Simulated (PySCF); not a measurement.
**A gas-phase reaction: GeH4O2 + Br2 → BrGeH3O2 + BrH**

What reaction energy should one expect for `[OH][GeH2][OH]` + `BrBr` → `[OH][GeH]([OH])[Br]` + `Br`?

Programs: PySCF 2.14.0. All values are calculated, for the isolated system unless a continuum is named. Atoms count from 0, parts from 1.

## Step 1: Starting point

Each species was relaxed by itself at PBE0-D3(BJ)/def2-SVPD.

## Step 2: Reaction energy: wB97M-D3(BJ)/def2-TZVPD

Job settings and geometry (Å):

```
{"job": {"kind": "react", "xc": "wB97M-D3(BJ)", "basis": "def2-TZVPD"}, "charge": 0, "multiplicity": 1}
-1 GeH4O2 charge 0 multiplicity 1
O      1.312620    -0.112270    -0.180550
Ge    -0.387590    -0.045590     0.365890
O     -1.250320     0.332220    -1.137700
H      1.970630    -0.312650     0.489480
H     -0.593680     1.095920     1.375220
H     -0.848650    -1.415470     0.890730
H     -0.645970     0.411580    -1.883040

-1 Br2 charge 0 multiplicity 1
Br     1.150130     0.005770     0.000430
Br    -1.151190    -0.012400    -0.002470

+1 BrGeH3O2 charge 0 multiplicity 1
O     -1.343460     0.211160     0.968180
Ge    -0.110860     0.397610    -0.273940
O      1.416660    -0.183000     0.407430
Br    -0.562140    -0.929450    -2.114390
H     -1.385970    -0.669940     1.354220
H     -0.098150     1.868560    -0.669310
H      1.967050    -0.667640    -0.215940

+1 BrH charge 0 multiplicity 1
Br     0.714940     0.010950     0.001120
H     -0.708690    -0.007750    -0.001830
```

Level: wB97M-D3(BJ)/def2-TZVPD reaction energy of separated species, gas phase.

On the command line:

```
OMP_NUM_THREADS=1 python cluster_run.py task.json out
```

This one command runs all jobs of the session in turn.

Log:

```text
species 1 (GeH4O2)
coarse grid: 27664 points
cycle   1  E = -2229.8235545450  dE = -4.597e-01  |g| = 1.115e+00  |ddm| = 1.966e+00
cycle   2  E = -2229.7497013600  dE =  7.385e-02  |g| = 1.363e+00  |ddm| = 1.284e+00
cycle   3  E = -2230.0151884050  dE = -2.655e-01  |g| = 5.197e-02  |ddm| = 6.621e-01
cycle   4  E = -2230.0156317221  dE = -4.433e-04  |g| = 3.179e-02  |ddm| = 5.292e-02
cycle   5  E = -2230.0157552562  dE = -1.235e-04  |g| = 6.846e-03  |ddm| = 2.000e-02
cycle   6  E = -2230.0157639471  dE = -8.691e-06  |g| = 1.554e-03  |ddm| = 7.235e-03
final grid: 56944 points
cycle   7  E = -2230.0156514626  dE = -2.625e-07  |g| = 1.731e-03  |ddm| = 2.368e-03
cycle   8  E = -2230.0156512375  dE =  2.251e-07  |g| = 2.149e-03  |ddm| = 1.741e-03
cycle   9  E = -2230.0156519766  dE = -7.391e-07  |g| = 5.703e-05  |ddm| = 9.079e-04
cycle  10  E = -2230.0156519794  dE = -2.809e-09  |g| = 2.769e-05  |ddm| = 1.348e-04
cycle  11  E = -2230.0156519796  dE = -1.587e-10  |g| = 7.678e-06  |ddm| = 3.212e-05
converged SCF energy = -2230.0156519796

species 2 (Br2)
coarse grid: 14664 points
cycle   1  E = -5148.2886923694  dE = -2.032e+00  |g| = 4.158e-01  |ddm| = 1.565e+00
cycle   2  E = -5148.3001175249  dE = -1.143e-02  |g| = 2.962e-01  |ddm| = 3.425e-01
cycle   3  E = -5148.3083613418  dE = -8.244e-03  |g| = 9.005e-03  |ddm| = 1.528e-01
cycle   4  E = -5148.3084058961  dE = -4.455e-05  |g| = 2.023e-03  |ddm| = 1.256e-02
cycle   5  E = -5148.3084094687  dE = -3.573e-06  |g| = 6.167e-04  |ddm| = 4.103e-03
final grid: 26152 points
cycle   6  E = -5148.3084025502  dE = -1.104e-07  |g| = 3.660e-04  |ddm| = 8.870e-04
cycle   7  E = -5148.3084025738  dE = -2.366e-08  |g| = 2.411e-04  |ddm| = 4.759e-04
cycle   8  E = -5148.3084025880  dE = -1.418e-08  |g| = 2.159e-05  |ddm| = 1.721e-04
cycle   9  E = -5148.3084025882  dE = -2.219e-10  |g| = 1.096e-05  |ddm| = 2.977e-05
converged SCF energy = -5148.3084025882

species 3 (BrGeH3O2)
coarse grid: 32528 points
cycle   1  E = -4803.4306752725  dE = -1.304e+00  |g| = 1.151e+00  |ddm| = 2.180e+00
cycle   2  E = -4803.3613518844  dE =  6.932e-02  |g| = 1.394e+00  |ddm| = 1.404e+00
cycle   3  E = -4803.6339749050  dE = -2.726e-01  |g| = 6.839e-02  |ddm| = 7.466e-01
cycle   4  E = -4803.6348363048  dE = -8.614e-04  |g| = 3.449e-02  |ddm| = 7.329e-02
cycle   5  E = -4803.6350268556  dE = -1.906e-04  |g| = 1.003e-02  |ddm| = 2.526e-02
cycle   6  E = -4803.6350441394  dE = -1.728e-05  |g| = 1.856e-03  |ddm| = 1.015e-02
cycle   7  E = -4803.6350458012  dE = -1.662e-06  |g| = 8.253e-04  |ddm| = 3.587e-03
final grid: 64648 points
cycle   8  E = -4803.6349025193  dE = -2.436e-07  |g| = 8.217e-04  |ddm| = 2.732e-03
cycle   9  E = -4803.6349025047  dE =  1.455e-08  |g| = 9.841e-04  |ddm| = 1.028e-03
cycle  10  E = -4803.6349026593  dE = -1.545e-07  |g| = 7.097e-05  |ddm| = 4.811e-04
cycle  11  E = -4803.6349026619  dE = -2.661e-09  |g| = 3.483e-05  |ddm| = 1.137e-04
cycle  12  E = -4803.6349026628  dE = -8.513e-10  |g| = 1.611e-05  |ddm| = 8.400e-05
converged SCF energy = -4803.6349026628

species 4 (BrH)
coarse grid: 9808 points
cycle   1  E = -2574.7444815634  dE = -1.115e+00  |g| = 2.814e-01  |ddm| = 9.887e-01
cycle   2  E = -2574.7574487558  dE = -1.297e-02  |g| = 1.487e-01  |ddm| = 2.655e-01
cycle   3  E = -2574.7608845951  dE = -3.436e-03  |g| = 8.657e-03  |ddm| = 8.708e-02
cycle   4  E = -2574.7609219604  dE = -3.737e-05  |g| = 2.523e-03  |ddm| = 1.268e-02
cycle   5  E = -2574.7609263909  dE = -4.431e-06  |g| = 6.497e-04  |ddm| = 4.934e-03
final grid: 18448 points
cycle   6  E = -2574.7609110504  dE = -1.922e-07  |g| = 3.884e-04  |ddm| = 9.241e-04
cycle   7  E = -2574.7609110780  dE = -2.763e-08  |g| = 2.729e-04  |ddm| = 3.936e-04
cycle   8  E = -2574.7609110851  dE = -7.080e-09  |g| = 3.378e-05  |ddm| = 1.359e-04
cycle   9  E = -2574.7609110861  dE = -1.016e-09  |g| = 1.120e-05  |ddm| = 6.291e-05
cycle  10  E = -2574.7609110862  dE = -5.912e-11  |g| = 1.704e-06  |ddm| = 1.293e-05
converged SCF energy = -2574.7609110862

Reaction energy = -45.507 kcal/mol
```

Run time: 50 s. Hardware: 1 thread of Arm Neoverse N1, shared host; peak memory 0.76 GiB.

Species by species (with the dispersion term, which the log's SCF energies lack):

```
 ν              species  energy (Eh)  HOMO (eV)
-1       [OH][GeH2][OH]  -2230.02042     -10.83
-1                 BrBr  -5148.30959     -10.44
+1  [OH][GeH]([OH])[Br]  -4803.64106     -11.03
+1                   Br  -2574.76148     -11.15
```

## Step 3: Reaction energy: PBE0-D3(BJ)/def2-TZVPD

Same as in step 2 but for these lines:

```diff
@@ -1,2 +1,2 @@
-{"job": {"kind": "react", "xc": "wB97M-D3(BJ)", "basis": "def2-TZVPD"}, "charge": 0, "multiplicity": 1}
+{"job": {"kind": "react", "xc": "PBE0", "basis": "def2-TZVPD", "disp": "d3bj"}, "charge": 0, "multiplicity": 1}
 -1 GeH4O2 charge 0 multiplicity 1
```

Level: PBE0-D3(BJ)/def2-TZVPD reaction energy of separated species, gas phase.

Log:

```text
species 1 (GeH4O2)
coarse grid: 27664 points
cycle   1  E = -2229.3244152884  dE = -3.405e-01  |g| = 1.216e+00  |ddm| = 1.976e+00
cycle   2  E = -2228.8225505339  dE =  5.019e-01  |g| = 2.060e+00  |ddm| = 1.711e+00
cycle   3  E = -2229.5393270252  dE = -7.168e-01  |g| = 1.666e-01  |ddm| = 1.151e+00
cycle   4  E = -2229.5433616957  dE = -4.035e-03  |g| = 6.775e-02  |ddm| = 1.280e-01
cycle   5  E = -2229.5437665098  dE = -4.048e-04  |g| = 1.419e-02  |ddm| = 3.744e-02
cycle   6  E = -2229.5437951040  dE = -2.859e-05  |g| = 6.862e-03  |ddm| = 9.997e-03
cycle   7  E = -2229.5438032528  dE = -8.149e-06  |g| = 9.142e-04  |ddm| = 3.658e-03
final grid: 56944 points
cycle   8  E = -2229.5437664362  dE =  9.479e-08  |g| = 1.312e-03  |ddm| = 2.462e-03
cycle   9  E = -2229.5437659550  dE =  4.812e-07  |g| = 2.132e-03  |ddm| = 1.672e-03
cycle  10  E = -2229.5437667244  dE = -7.695e-07  |g| = 1.623e-04  |ddm| = 1.038e-03
cycle  11  E = -2229.5437667279  dE = -3.416e-09  |g| = 2.385e-05  |ddm| = 9.892e-05
cycle  12  E = -2229.5437667279  dE = -7.503e-11  |g| = 7.046e-06  |ddm| = 1.644e-05
converged SCF energy = -2229.5437667279

species 2 (Br2)
coarse grid: 14664 points
cycle   1  E = -5147.6955176473  dE = -1.992e+00  |g| = 4.158e-01  |ddm| = 1.609e+00
cycle   2  E = -5147.7001487698  dE = -4.631e-03  |g| = 3.188e-01  |ddm| = 3.040e-01
cycle   3  E = -5147.7078031159  dE = -7.654e-03  |g| = 2.250e-02  |ddm| = 1.633e-01
cycle   4  E = -5147.7079141931  dE = -1.111e-04  |g| = 7.934e-03  |ddm| = 2.329e-02
cycle   5  E = -5147.7079304806  dE = -1.629e-05  |g| = 5.812e-04  |ddm| = 6.034e-03
cycle   6  E = -5147.7079305394  dE = -5.880e-08  |g| = 9.434e-05  |ddm| = 7.038e-04
final grid: 26152 points
cycle   7  E = -5147.7079424124  dE = -3.399e-09  |g| = 8.877e-05  |ddm| = 2.098e-04
cycle   8  E = -5147.7079424126  dE = -2.719e-10  |g| = 7.653e-05  |ddm| = 1.001e-04
cycle   9  E = -5147.7079424130  dE = -4.220e-10  |g| = 2.365e-06  |ddm| = 3.914e-05
converged SCF energy = -5147.7079424130

species 3 (BrGeH3O2)
coarse grid: 32528 points
cycle   1  E = -4802.6389457349  dE = -1.204e+00  |g| = 1.249e+00  |ddm| = 2.221e+00
cycle   2  E = -4802.1202601800  dE =  5.187e-01  |g| = 2.109e+00  |ddm| = 1.920e+00
cycle   3  E = -4802.8569216864  dE = -7.367e-01  |g| = 1.965e-01  |ddm| = 1.366e+00
cycle   4  E = -4802.8636191797  dE = -6.697e-03  |g| = 8.310e-02  |ddm| = 1.829e-01
cycle   5  E = -4802.8644352126  dE = -8.160e-04  |g| = 1.652e-02  |ddm| = 5.478e-02
cycle   6  E = -4802.8644677981  dE = -3.259e-05  |g| = 4.089e-03  |ddm| = 1.293e-02
cycle   7  E = -4802.8644708661  dE = -3.068e-06  |g| = 1.887e-03  |ddm| = 3.408e-03
final grid: 64648 points
cycle   8  E = -4802.8644297705  dE =  1.231e-06  |g| = 3.345e-03  |ddm| = 4.593e-03
cycle   9  E = -4802.8644253107  dE =  4.460e-06  |g| = 6.047e-03  |ddm| = 5.008e-03
cycle  10  E = -4802.8644317322  dE = -6.421e-06  |g| = 1.191e-04  |ddm| = 3.234e-03
cycle  11  E = -4802.8644317339  dE = -1.704e-09  |g| = 2.371e-05  |ddm| = 7.361e-05
cycle  12  E = -4802.8644317339  dE = -8.095e-11  |g| = 8.709e-06  |ddm| = 1.815e-05
converged SCF energy = -4802.8644317339

species 4 (BrH)
coarse grid: 9808 points
cycle   1  E = -2574.4494533940  dE = -1.081e+00  |g| = 2.724e-01  |ddm| = 1.042e+00
cycle   2  E = -2574.4540916727  dE = -4.638e-03  |g| = 1.699e-01  |ddm| = 2.601e-01
cycle   3  E = -2574.4588661752  dE = -4.775e-03  |g| = 3.007e-02  |ddm| = 1.194e-01
cycle   4  E = -2574.4590976713  dE = -2.315e-04  |g| = 4.156e-03  |ddm| = 2.212e-02
cycle   5  E = -2574.4591016738  dE = -4.003e-06  |g| = 1.311e-03  |ddm| = 4.270e-03
final grid: 18448 points
cycle   6  E = -2574.4591027803  dE = -7.034e-08  |g| = 1.375e-03  |ddm| = 2.024e-03
cycle   7  E = -2574.4591027946  dE = -1.433e-08  |g| = 1.399e-03  |ddm| = 1.791e-03
cycle   8  E = -2574.4591030155  dE = -2.209e-07  |g| = 5.149e-05  |ddm| = 8.398e-04
cycle   9  E = -2574.4591030162  dE = -6.721e-10  |g| = 1.026e-05  |ddm| = 4.413e-05
converged SCF energy = -2574.4591030162

Reaction energy = -45.614 kcal/mol
```

It took 29 s on 1 thread of Arm Neoverse N1, shared host; peak memory 0.7 GiB.

Reaction energy at this level: -45.61 kcal/mol.

## Step 4: Side by side

Energies in kcal/mol, with wall time:

```csv
run,reaction,time
wB97M-D3(BJ)/def2-TZVPD,-45.51,50 s
PBE0-D3(BJ)/def2-TZVPD,-45.61,29 s
```

## Step 5: Summary of results

| quantity | value |
| --- | --- |
| reaction energy (wB97M-D3(BJ)/def2-TZVPD) | -45.51 kcal/mol |
| ΔH, ΔG at 298 K (xTB thermal terms) | -45.9, -45.8 kcal/mol |
| range of the reaction energy over the runs of this table | -45.61 to -45.51 kcal/mol |

What this shows: The reaction is exothermic by 45.9 kcal/mol in the gas phase; dispersion gives -0.48, and xTB itself gave -31.18 for the electronic energy (xTB energies and thermal terms come from the earlier relaxation of each species, not shown). No barrier was sought. xTB and this level differ widely in the electronic energy, so what comes from xTB (the thermal terms above all) is less safe here. The reaction energy runs from -45.61 (PBE0-D3(BJ)/def2-TZVPD) to -45.51 kcal/mol (wB97M-D3(BJ)/def2-TZVPD).
